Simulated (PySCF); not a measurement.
# C6H6BF3: a tour of settings

Aim: see how C6H6BF3 (`C=C/C(=C\C(=C)F)B(F)F`) answers to the choice of functional, basis, grid and SCF options.

The runs use PySCF 2.14.0, with density-fitted response routines of our own; the level of theory stands in each step. All values are computed, except where a source is named. Atoms count from 0, in the outputs and in this text.

## Step 1: The molecule as given

16 atoms, charge 0, multiplicity 1; geometry from: GFN2-xTB.

Bonds of the start (Å): C0–C1 1.33, C1–C2 1.46, C2–C3 1.36, C3–C4 1.44, C4–C5 1.33, C4–F6 1.35, C2–B7 1.56, B7–F8 1.32, B7–F9 1.32, C0–H10 1.08, C0–H11 1.08, C1–H12 1.08, C3–H13 1.08, C5–H14 1.07, C5–H15 1.07.

## Step 2: Nuclear shieldings: PBE0/pcSseg-1

What the job is given:

```
{"job": {"kind": "nmr", "xc": "PBE0", "basis": "pcSseg-1"}, "charge": 0, "multiplicity": 1}
C     -2.492797    -0.347470    -1.055142
C     -1.428738    -0.496883    -0.272614
C     -0.423301     0.538321    -0.050335
C      0.861414     0.267052     0.307830
C      1.530281    -0.995379     0.490483
C      2.798883    -1.123620     0.883570
F      0.837680    -2.128168     0.237625
B     -0.798761     2.050300    -0.168283
F      0.108460     2.999147    -0.001238
F     -2.008209     2.523679    -0.391221
H     -2.686935     0.559893    -1.600281
H     -3.201740    -1.146952    -1.186326
H     -1.274918    -1.441459     0.227385
H      1.523277     1.106868     0.471013
H      3.247022    -2.094051     0.997350
H      3.400785    -0.262332     1.098772
```

With the program's defaults for keys left out, this is: GIAO PBE0/pcSseg-1 NMR shielding, non-relativistic, gas phase.

Launch:

```sh
> OMP_NUM_THREADS=1 python probes_run.py task.json out
```

This one command runs all jobs of the session in turn.

Standard output:

```text
coarse grid: 14584 points
cycle   1  E = -555.8678613756  dE =  1.405e+00  |g| = 7.688e-01  |ddm| = 3.791e+00
cycle   2  E = -555.7858462736  dE =  8.202e-02  |g| = 1.073e+00  |ddm| = 1.187e+00
cycle   3  E = -555.9689033553  dE = -1.831e-01  |g| = 1.114e-01  |ddm| = 7.369e-01
cycle   4  E = -555.9715559354  dE = -2.653e-03  |g| = 5.183e-02  |ddm| = 1.455e-01
cycle   5  E = -555.9722000472  dE = -6.441e-04  |g| = 1.740e-02  |ddm| = 5.499e-02
cycle   6  E = -555.9722692410  dE = -6.919e-05  |g| = 3.074e-03  |ddm| = 1.504e-02
cycle   7  E = -555.9722713064  dE = -2.065e-06  |g| = 9.801e-04  |ddm| = 3.221e-03
final grid: 145504 points
cycle   8  E = -556.0469615946  dE = -7.489e-05  |g| = 7.503e-03  |ddm| = 4.410e-02
cycle   9  E = -556.0469593208  dE =  2.274e-06  |g| = 8.401e-03  |ddm| = 1.345e-02
cycle  10  E = -556.0469745659  dE = -1.525e-05  |g| = 1.414e-03  |ddm| = 7.230e-03
cycle  11  E = -556.0469749404  dE = -3.745e-07  |g| = 3.353e-04  |ddm| = 1.199e-03
cycle  12  E = -556.0469749612  dE = -2.077e-08  |g| = 2.031e-04  |ddm| = 4.439e-04
cycle  13  E = -556.0469749703  dE = -9.194e-09  |g| = 2.664e-05  |ddm| = 1.869e-04
cycle  14  E = -556.0469749705  dE = -1.376e-10  |g| = 9.459e-06  |ddm| = 3.232e-05
converged SCF energy = -556.0469749705

GIAO shielding tensors (ppm)
atom      isotropic    diamagn.    paramagn.     s11        s22        s33       span
  0 C       55.581     254.368    -198.787    -54.204     56.457    164.491    218.695
  1 C       44.655     253.455    -208.800    -72.649     45.151    161.462    234.111
  2 C       51.343     256.845    -205.502    -35.687     28.979    160.737    196.425
  3 C       41.641     259.089    -217.447    -67.089     50.404    141.609    208.698
  4 C       11.488     247.073    -235.585    -88.180     52.559     70.084    158.264
  5 C       74.314     256.600    -182.286    -19.654     87.678    154.917    174.571
  6 F      279.286     477.853    -198.567    181.933    281.313    374.613    192.680
  7 B       76.699     195.482    -118.783     64.088     80.251     85.758     21.669
  8 F      260.621     469.574    -208.953     98.208    305.617    378.036    279.828
  9 F      255.268     467.611    -212.343     96.300    287.959    381.544    285.243
 10 H       25.713      31.637      -5.924     22.097     25.317     29.724      7.627
 11 H       25.888      28.994      -3.107     23.347     25.301     29.015      5.667
 12 H       24.127      32.246      -8.119     20.642     21.943     29.797      9.155
 13 H       24.935      34.572      -9.636     21.741     22.470     30.595      8.853
 14 H       26.253      28.565      -2.313     23.759     24.845     30.155      6.396
 15 H       26.596      30.779      -4.184     24.212     25.308     30.267      6.055
```

Run time: 2 min. Hardware: 1 thread of AMD EPYC, shared host; peak memory 0.92 GiB.

Shifts follow as δ = σ(reference) − σ, with reference shieldings (ppm) from runs at the same level and on the same kind of geometry: 1H TMS 31.72, 13C TMS 186.9, 19F CFCl3 170.9, 11B BF3·OEt2 100.1. The references are single molecules in the gas phase, so shifts against H2O, NH3, PH3, H3PO4 or CFCl3 are not on the usual liquid scales and can be off by tens of ppm. Atoms listed in one row are averaged.

| atoms | environment | σ (ppm) | δ (ppm) | δ scaled to CDCl3 |
| --- | --- | --- | --- | --- |
| C4 | fully substituted alkene carbon | 11.5 | 175.4 | 169.3 |
| C3 | alkene CH | 41.6 | 145.3 | 139.9 |
| C1 | alkene CH | 44.7 | 142.3 | 136.9 |
| C2 | fully substituted alkene carbon | 51.3 | 135.6 | 130.4 |
| C0 | terminal =CH2 carbon | 55.6 | 131.3 | 126.3 |
| C5 | terminal =CH2 carbon | 74.3 | 112.6 | 108.0 |
| H12 | hydrogen on an alkene CH | 24.13 | 7.59 | 7.26 |
| H13 | hydrogen on an alkene CH | 24.94 | 6.78 | 6.50 |
| H10 | hydrogen on a terminal =CH2 carbon | 25.71 | 6.00 | 5.77 |
| H11 | hydrogen on a terminal =CH2 carbon | 25.89 | 5.83 | 5.60 |
| H14 | hydrogen on a terminal =CH2 carbon | 26.25 | 5.46 | 5.26 |
| H15 | hydrogen on a terminal =CH2 carbon | 26.60 | 5.12 | 4.93 |
| F8, F9 | fluorine bonded to B | 257.9 | -87.0 | – |
| F6 | vinylic fluorine | 279.3 | -108.3 | – |
| B7 | boron bonded to C, 2 F | 76.7 | 23.4 | – |

The scaled column applies a straight-line fit of computed shieldings to shifts measured in CDCl3, and one for carbons that bear F (root-mean-square error 0.16 ppm for H, 1.9 ppm for C).

Charges from the same density, by scheme (e):

```
 atoms  Mulliken    IAO  Hirshfeld  ESP fit
    C0     -0.14  -0.29      -0.09    -0.45
    C1     -0.15  -0.14      -0.06    -0.07
    C2     -0.36  -0.18      -0.08    -0.12
    C3     -0.13  -0.13      -0.04    -0.33
    C4      0.24   0.29       0.09     0.47
    C5     -0.16  -0.35      -0.10    -0.65
    F6     -0.28  -0.27      -0.06    -0.19
    B7      0.79   0.71       0.30     0.71
F8, F9     -0.29  -0.31      -0.13    -0.30
```

Mayer bond orders: C0–C1 1.92, C1–C2 1.09, C2–C3 1.71, C3–C4 1.08, C4–C5 1.82, C4–F6 0.94, C2–B7 0.94, B7–F8 1.11, B7–F9 1.11.

Orbitals, density, ELF and potential are computed afterwards from the orbital file.

Frontier orbitals at PBE0/pcSseg-1, with the share of their density that lies nearest to each atom:

```csv
orbital,energy (eV),lies on
HOMO,-6.90,"C0, C5 about 19 % each; C2, C3 about 14 % each; C1 11 %"
LUMO,-2.37,"C2, C3, C5 about 18 % each; B7 12 %; C0, C4 about 7 % each"
```

ELF in a plane through or near 14 of the atoms.

Ten even steps from ' ' (0.00) to '@' (1.00):
```
                                                        
                                                        
                              ....                      
                          ..==****==                    
                          ++%%**%%++  ..::              
                    **==  --####%%::::####--            
          --**--  ==@@@@**  ..--....##++%%**            
        ==@@@@@@::::@@@@%%::::##::..**%%%%++            
        ==@@@@@@++  ==**::##++==@@==..--::              
        ..++%%==++==##%%::%%::==**::  ..::..            
        --**==++**--..@@++++++%%%%==--**%%##::          
      ++@@@@@@****--::--    --++++**##==##++..          
      ++@@@@@@--  ++####==  **@@==##++--##==            
        ==%%==  ..%%**####  **@@++..++@@@@@@::          
                ..++****::  ..**..  ++@@@@@@--          
                    ..              ..%%@@**            
                                                        
                                                        
                                                        
                                                        
```
The map spans 12.9 Å across and 11.0 Å up, centred on the molecule. Atoms in the plane (x, y in Å): C0 (2.5, -1.1), C1 (1.2, -0.9), C2 (0.6, 0.4), C3 (-0.8, 0.5), C4 (-1.8, -0.5), C5 (-3.1, -0.2), F6 (-1.5, -1.8), B7 (1.4, 1.7), F8 (0.8, 2.9), F9 (2.7, 1.8), H11 (2.9, -2.1), H13 (-1.2, 1.5), H14 (-3.9, -1.0), H15 (-3.5, 0.8).

On the surface of density 0.002 e/bohr³ the electrostatic potential runs, from the 1st to the 99th percentile, from -0.74 V near F8 to 1.43 V near B7.

## Step 3: Excited states and response: PBE0/def2-SVPD

The job, as its differences from that of step 2:

```diff
@@ -1,2 +1,2 @@
-{"job": {"kind": "nmr", "xc": "PBE0", "basis": "pcSseg-1"}, "charge": 0, "multiplicity": 1}
+{"job": {"kind": "uv", "xc": "PBE0", "basis": "def2-SVPD", "nstates": 6, "ntriplets": 2}, "charge": 0, "multiplicity": 1}
 C     -2.492797    -0.347470    -1.055142
```

Level: TDDFT PBE0/def2-SVPD, vertical, gas phase, core orbitals frozen in the response.

Standard output:

```text
coarse grid: 14584 points
cycle   1  E = -555.5383109187  dE =  1.328e+00  |g| = 7.150e-01  |ddm| = 8.382e+00
cycle   2  E = -555.4606590817  dE =  7.765e-02  |g| = 9.959e-01  |ddm| = 2.506e+00
cycle   3  E = -555.6323798503  dE = -1.717e-01  |g| = 1.091e-01  |ddm| = 1.401e+00
cycle   4  E = -555.6349916481  dE = -2.612e-03  |g| = 4.941e-02  |ddm| = 3.299e-01
cycle   5  E = -555.6355876025  dE = -5.960e-04  |g| = 1.693e-02  |ddm| = 1.262e-01
cycle   6  E = -555.6356559534  dE = -6.835e-05  |g| = 3.089e-03  |ddm| = 3.340e-02
cycle   7  E = -555.6356581572  dE = -2.204e-06  |g| = 9.039e-04  |ddm| = 8.596e-03
final grid: 145504 points
cycle   8  E = -555.7115147738  dE = -6.886e-05  |g| = 7.037e-03  |ddm| = 2.030e-01
cycle   9  E = -555.7115118204  dE =  2.953e-06  |g| = 8.205e-03  |ddm| = 3.473e-02
cycle  10  E = -555.7115270553  dE = -1.523e-05  |g| = 1.322e-03  |ddm| = 1.653e-02
cycle  11  E = -555.7115273971  dE = -3.418e-07  |g| = 2.787e-04  |ddm| = 2.279e-03
cycle  12  E = -555.7115274097  dE = -1.259e-08  |g| = 1.867e-04  |ddm| = 8.903e-04
cycle  13  E = -555.7115274181  dE = -8.419e-09  |g| = 2.695e-05  |ddm| = 3.984e-04
cycle  14  E = -555.7115274183  dE = -1.496e-10  |g| = 9.223e-06  |ddm| = 8.953e-05
converged SCF energy = -555.7115274183

Static polarisability (au): isotropic 100.532, principal 55.412 82.678 163.507

Singlet excitations
state   eV       nm        f      main configurations
  1   4.2673    290.5   0.53661   H->L 0.94
  2   5.3015    233.9   0.16933   H-1->L 0.83
  3   5.8472    212.0   0.00388   H-2->L 0.88
  4   6.1170    202.7   0.14506   H->L+1 0.84
  5   6.2664    197.9   0.00150   H->L+2 0.97
  6   6.6267    187.1   0.07345   H-3->L 0.66, H->L+3 0.22

Triplet excitations (Tamm-Dancoff, eV): 2.3254 3.8768
```

Run time: 3.1 min. Hardware: 1 thread of AMD EPYC, shared host; peak memory 1.1 GiB.

The orbitals next to the gap, with their largest atomic shares:

| orbital | eV | atoms |
| --- | --- | --- |
| HOMO−3 | -10.08 | C2 22 %, C3 20 %, C1 13 % |
| HOMO−2 | -9.59 | C2 16 %, C1 16 %, C3 9 % |
| HOMO−1 | -8.53 | C1 20 %, C4 16 %, C5 16 % |
| HOMO | -6.93 | C0 19 %, C5 17 %, C2 15 % |
| LUMO | -2.41 | C3 19 %, C5 18 %, C2 17 % |
| LUMO+1 | -0.04 | C1 27 %, C0 25 %, B7 12 % |
| LUMO+2 | 0.38 | B7 41 %, C3 9 %, C5 8 % |

With each of the 6 states as a Gaussian band of 0.4 eV half-width at 1/e, the curve within the window shown has maxima at 291 nm (ε 22,000), 233 nm (ε 7,000), 201 nm (ε 6,800) L/(mol cm). Beyond the last state computed it falls off for lack of states. The curve at chosen wavelengths:

```tsv
nm	ε (L/mol/cm)
179	1796
185	3582
192	5396
198	6581
204	6590
211	5226
217	4662
224	5672
230	6792
236	6882
243	5643
249	4501
255	4432
262	6529
268	10103
274	14502
281	19100
287	21369
293	21561
300	19409
306	16256
313	12098
319	8787
325	6048
332	3686
338	2306
```

Leading natural transition orbitals of singlet state 1: the hole lies on C0 29 %; C1 20 %; C3, C5 about 11 % each; the particle on C2, C3 about 18 % each; B7 18 %; C5 15 %.

Ground-state properties from the same run:

```csv
property,computed
dipole moment (D),1.80
polarisability (Å³),14.90
HOMO–LUMO gap (eV),4.52
−ε(HOMO) (eV),6.93
```

## Step 4: Shielding tensors: PBE0/pcSseg-1

The job, as its differences from that of step 3:

```diff
@@ -1,2 +1,2 @@
-{"job": {"kind": "uv", "xc": "PBE0", "basis": "def2-SVPD", "nstates": 6, "ntriplets": 2}, "charge": 0, "multiplicity": 1}
+{"job": {"kind": "nmr", "xc": "PBE0", "basis": "pcSseg-1", "pop": false, "grid": 1}, "charge": 0, "multiplicity": 1}
 C     -2.492797    -0.347470    -1.055142
```

With the program's defaults for keys left out, this is: GIAO PBE0/pcSseg-1 NMR shielding, non-relativistic, gas phase.

Standard output:

```text
final grid: 66992 points
cycle   1  E = -555.9432113988  dE =  1.405e+00  |g| = 7.668e-01  |ddm| = 3.787e+00
cycle   2  E = -555.8604307928  dE =  8.278e-02  |g| = 1.075e+00  |ddm| = 1.189e+00
cycle   3  E = -556.0436233215  dE = -1.832e-01  |g| = 1.098e-01  |ddm| = 7.400e-01
cycle   4  E = -556.0461869513  dE = -2.564e-03  |g| = 5.148e-02  |ddm| = 1.446e-01
cycle   5  E = -556.0468239363  dE = -6.370e-04  |g| = 1.728e-02  |ddm| = 5.514e-02
cycle   6  E = -556.0468925084  dE = -6.857e-05  |g| = 3.055e-03  |ddm| = 1.506e-02
cycle   7  E = -556.0468945569  dE = -2.049e-06  |g| = 9.726e-04  |ddm| = 3.230e-03
cycle   8  E = -556.0468947715  dE = -2.146e-07  |g| = 3.320e-04  |ddm| = 1.117e-03
cycle   9  E = -556.0468947993  dE = -2.782e-08  |g| = 1.512e-04  |ddm| = 4.283e-04
cycle  10  E = -556.0468948042  dE = -4.864e-09  |g| = 3.213e-05  |ddm| = 1.401e-04
cycle  11  E = -556.0468948043  dE = -1.658e-10  |g| = 1.532e-05  |ddm| = 3.680e-05
converged SCF energy = -556.0468948043

GIAO shielding tensors (ppm)
atom      isotropic    diamagn.    paramagn.     s11        s22        s33       span
  0 C       55.589     254.376    -198.787    -54.199     56.474    164.491    218.691
  1 C       44.645     253.445    -208.799    -72.660     45.147    161.449    234.110
  2 C       51.336     256.840    -205.504    -35.691     28.972    160.727    196.418
  3 C       41.637     259.090    -217.453    -67.091     50.398    141.604    208.695
  4 C       11.490     247.079    -235.589    -88.176     52.557     70.090    158.265
  5 C       74.310     256.597    -182.286    -19.658     87.675    154.913    174.571
  6 F      279.303     477.850    -198.547    181.957    281.320    374.632    192.675
  7 B       76.699     195.481    -118.782     64.090     80.248     85.759     21.669
  8 F      260.609     469.572    -208.964     98.190    305.598    378.038    279.847
  9 F      255.269     467.612    -212.343     96.303    287.952    381.551    285.248
 10 H       25.713      31.636      -5.923     22.098     25.317     29.725      7.627
 11 H       25.888      28.996      -3.108     23.348     25.301     29.015      5.667
 12 H       24.127      32.247      -8.120     20.642     21.943     29.797      9.155
 13 H       24.936      34.572      -9.636     21.741     22.470     30.595      8.854
 14 H       26.253      28.566      -2.313     23.759     24.845     30.156      6.396
 15 H       26.596      30.779      -4.183     24.212     25.308     30.267      6.055
```

Run time: 57 s. Hardware: 1 thread of AMD EPYC, shared host; peak memory 0.91 GiB.

In short: δ C4 175.4, C3 145.3, C1 142.3, C2 135.6, H12 7.59, H13 6.78 ppm.

## Step 5: NMR shieldings: B97-2/3-21G

The job, as its differences from that of step 4:

```diff
@@ -1,2 +1,2 @@
-{"job": {"kind": "nmr", "xc": "PBE0", "basis": "pcSseg-1", "pop": false, "grid": 1}, "charge": 0, "multiplicity": 1}
+{"job": {"kind": "nmr", "xc": "B97-2", "basis": "3-21G", "pop": false, "scf": {"damp": 0.2, "guess": "atom"}}, "charge": 0, "multiplicity": 1}
 C     -2.492797    -0.347470    -1.055142
```

With the program's defaults for keys left out, this is: GIAO B97-2/3-21G NMR shielding, non-relativistic, gas phase.

Standard output:

```text
damping 0.20 in the first 6 cycles
final grid: 145504 points
cycle   1  E = -553.3104320097  dE =  2.280e+00  |g| = 9.381e-01  |ddm| = 4.429e+00
cycle   2  E = -553.4305651853  dE = -1.201e-01  |g| = 5.821e-01  |ddm| = 1.295e+00
cycle   3  E = -553.4488513240  dE = -1.829e-02  |g| = 4.938e-01  |ddm| = 9.135e-01
cycle   4  E = -553.4366613869  dE =  1.219e-02  |g| = 5.203e-01  |ddm| = 9.399e-01
cycle   5  E = -553.4056112593  dE =  3.105e-02  |g| = 6.108e-01  |ddm| = 1.132e+00
cycle   6  E = -553.1931965546  dE =  2.124e-01  |g| = 1.061e+00  |ddm| = 1.782e+00
cycle   7  E = -552.6136983052  dE =  5.795e-01  |g| = 1.765e+00  |ddm| = 3.025e+00
cycle   8  E = -553.4997746887  dE = -8.861e-01  |g| = 1.251e-01  |ddm| = 2.001e+00
cycle   9  E = -553.4998017248  dE = -2.704e-05  |g| = 1.264e-01  |ddm| = 2.635e-01
cycle  10  E = -553.5042445704  dE = -4.443e-03  |g| = 2.131e-02  |ddm| = 1.362e-01
cycle  11  E = -553.5043397142  dE = -9.514e-05  |g| = 6.827e-03  |ddm| = 2.838e-02
cycle  12  E = -553.5043512399  dE = -1.153e-05  |g| = 1.891e-03  |ddm| = 9.570e-03
cycle  13  E = -553.5043520534  dE = -8.135e-07  |g| = 5.923e-04  |ddm| = 2.333e-03
cycle  14  E = -553.5043521363  dE = -8.293e-08  |g| = 1.536e-04  |ddm| = 7.715e-04
cycle  15  E = -553.5043521436  dE = -7.255e-09  |g| = 4.358e-05  |ddm| = 2.877e-04
cycle  16  E = -553.5043521440  dE = -4.657e-10  |g| = 8.719e-06  |ddm| = 6.177e-05
converged SCF energy = -553.5043521440

GIAO shielding tensors (ppm)
atom      isotropic    diamagn.    paramagn.     s11        s22        s33       span
  0 C       96.278     256.445    -160.167      6.900     95.614    186.320    179.420
  1 C       89.384     252.921    -163.537     -6.057     89.989    184.221    190.278
  2 C       92.996     256.126    -163.130     22.175     74.110    182.701    160.526
  3 C       85.399     256.055    -170.657     -2.005     92.192    166.008    168.013
  4 C       58.106     246.570    -188.464    -19.212     88.751    104.780    123.992
  5 C      110.294     257.011    -146.716     33.450    120.541    176.892    143.441
  6 F      311.397     473.565    -162.168    220.488    298.264    415.439    194.951
  7 B      101.500     194.013     -92.513     92.034    105.030    107.437     15.402
  8 F      283.974     471.639    -187.665    132.477    317.665    401.780    269.304
  9 F      283.011     470.240    -187.228    137.557    302.476    409.001    271.444
 10 H       27.226      32.050      -4.824     23.929     26.913     30.837      6.908
 11 H       27.470      30.628      -3.158     25.064     27.157     30.189      5.125
 12 H       26.051      32.203      -6.152     22.432     25.035     30.685      8.253
 13 H       26.582      34.175      -7.593     23.140     25.538     31.068      7.927
 14 H       28.036      29.793      -1.757     25.293     26.741     32.073      6.781
 15 H       28.075      30.823      -2.748     26.006     26.608     31.612      5.605
```

Wall time 31 s (1 thread of AMD EPYC, shared host); peak memory 0.61 GiB.

This run: δ C4 150.6, C3 123.3, C1 119.3, C2 115.7, H12 7.33, H13 6.80 ppm.

(Part 1 of 2 ends here.)
